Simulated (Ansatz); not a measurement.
# CHFGaN (SMILES N#[C][GaH][F]): B3LYP/6-31G(d) (spherical functions)

Aim: the vertical ionisation energy of CHFGaN at B3LYP/6-31G* (spherical functions), from 2 runs. 

Program for the calculation: Ansatz 0.2.0.

126 further runs of the same task are left out: 126 set aside as unsound or not needed.

### Step 1. The system as given

CHFGaN has 5 atoms, charge 0, and is taken as a singlet. As SMILES, `N#[C][GaH][F]`. The shape is that of a PBE0-D4/def2-TZVP optimisation.

Bond lengths: N1–C2 1.152 Å, C2–Ga3 1.931 Å, Ga3–F4 1.741 Å, Ga3–H5 1.539 Å. Angles: N1–C2–Ga3 177.5°, C2–Ga3–F4 112.3°, C2–Ga3–H5 127.5°, F4–Ga3–H5 120.2°.

### Step 2. A single-point energy at B3LYP/6-31G(d) (spherical functions)

job.yaml reads:

```yaml
crystal:
  periodic: [false, false, false]
  atoms:
    - {symbol: "N", position_ang: [1.214000, -1.657200, 1.266000]}
    - {symbol: C, position_ang: [0.641000, -0.864700, 0.656300]}
    - {symbol: Ga, position_ang: [-0.259700, 0.519000, -0.345500]}
    - {symbol: F, position_ang: [-1.724700, -0.053500, -1.092600]}
    - {symbol: H, position_ang: [0.179200, 1.982700, -0.525600]}
basis:
  gaussian:
    orbitals: 6-31G_st_-spherical.json
hamiltonian:
  xc: {name: B3LYP}
accuracy: high
output: {orbitals: {seedname: orbitals}}
```

The basis set 6-31G* is read from a file made from the Basis Set Exchange's data (not shown).

Started as:

```
$ ansatz run job.yaml --threads 1 --pin off --max-ram 3480MiB --events-out events.jsonl --progress --plain --runs-dir runs
```

Output:

```text
Warning: RAYON_NUM_THREADS=1 ignored (pool sized by the plan → 1); use --threads N
Functional definition: B3LYP
  name "B3LYP"
  parameter a0 = 0.2
  parameter ax = 0.72
  parameter ac = 0.81
  exchange = (1 - a0 - ax)*slater_x + ax*b88_x + a0*exact_x
  correlation = (1 - ac)*vwn_rpa_c + ac*lyp_c
1546 factors; integrals over basis functions are off by at most 7.6e-9 eV
mean field evaluation 1: about -57625.9752 eV, gradient 5.6e1 eV
mean field evaluation 2: about -57604.9803 eV, gradient 1.2e2 eV
mean field evaluation 4: about -57631.7288 eV, gradient 8.2e0 eV
mean field evaluation 8: about -57631.9566 eV, gradient 9.0e-1 eV
mean field evaluation 16: about -57631.9582 eV, gradient 4.3e-5 eV
mean field -57631.95822208 eV, -2117.9354003171 hartree, gradient 5.7e-8 eV, S^2 0.000000; 0 other end points of the search recorded, 0 dependent functions left out
reference -57631.95825929 eV, -2117.9354016845 hartree; 27, 27 occupied and 49, 49 virtual orbitals, 1546 factors
Total energy: -57631.95825929 eV, -2117.9354016845 hartree
```

Run time: 5.1 s. Hardware: 1 thread of Arm Neoverse V2, shared host; peak memory 0.23 GiB.

### Step 3. The doublet cation, same level

job.yaml, as its differences from that of step 2:

```diff
@@ -11,5 +11,10 @@
     orbitals: 6-31G_st_-spherical.json
+output:
+  orbitals: {seedname: orbitals}
+total_charge: 1
+accuracy: high
 hamiltonian:
   xc: {name: B3LYP}
-accuracy: high
-output: {orbitals: {seedname: orbitals}}
+magnetization:
+  spin_polarized: true
+  initial_magnetization: 1
```

The basis set 6-31G* is read from a file made from the Basis Set Exchange's data (not shown).

Started as:

```
$ ansatz run job.yaml --threads 1 --pin off --max-ram 3480MiB --events-out events.jsonl --progress --plain --runs-dir runs
```

Output (excerpt; [...] marks lines left out):

```text
Warning: RAYON_NUM_THREADS=1 ignored (pool sized by the plan → 1); use --threads N
[... 7 set-up lines as earlier in the session ...]
1544 factors; integrals over basis functions are off by at most 7.6e-9 eV
mean field evaluation 1: about -57600.8825 eV, gradient 6.5e1 eV
mean field evaluation 2: about -57392.3179 eV, gradient 2.0e2 eV
mean field evaluation 4: about -57609.9694 eV, gradient 4.5e1 eV
mean field evaluation 8: about -57619.6057 eV, gradient 5.4e-1 eV
mean field evaluation 16: about -57619.7425 eV, gradient 1.1e-1 eV
mean field evaluation 32: about -57619.7439 eV, gradient 1.6e-5 eV
mean field evaluation 64: about -57619.7259 eV, gradient 1.5e0 eV
mean field -57619.74388547 eV, -2117.4865317260 hartree, gradient 3.1e-8 eV, S^2 0.763874; 6 other end points of the search recorded, 0 dependent functions left out
reference -57619.74392404 eV, -2117.4865331432 hartree; 27, 26 occupied and 49, 50 virtual orbitals, 1544 factors
Total energy: -57619.74392404 eV, -2117.4865331432 hartree
```

Wall time 21 s (1 thread of Arm Neoverse V2, shared host); peak memory 0.34 GiB.

### Step 4. Outcome

Level: B3LYP/6-31G* (spherical functions).

```
                                          quantity           value
                      singlet CHFGaN: total energy  -2117.93540 Eh
                       singlet CHFGaN: HOMO energy        -9.63 eV
                       singlet CHFGaN: LUMO energy        -2.69 eV
                     singlet CHFGaN: HOMO–LUMO gap         6.95 eV
                      doublet cation: total energy  -2117.48653 Eh
doublet cation: HOMO energy (highest over α and β)       -16.35 eV
 doublet cation: LUMO energy (lowest over α and β)       -14.78 eV
                              doublet cation: ⟨S²⟩           0.764
vertical ionisation energy (to the doublet cation)       12.214 eV
```

**Reading.** The vertical ionisation energy comes to 12.21 eV (282 kcal/mol). −ε(HOMO) before ionisation, 9.63 eV, is 2.58 eV below this ionisation energy.
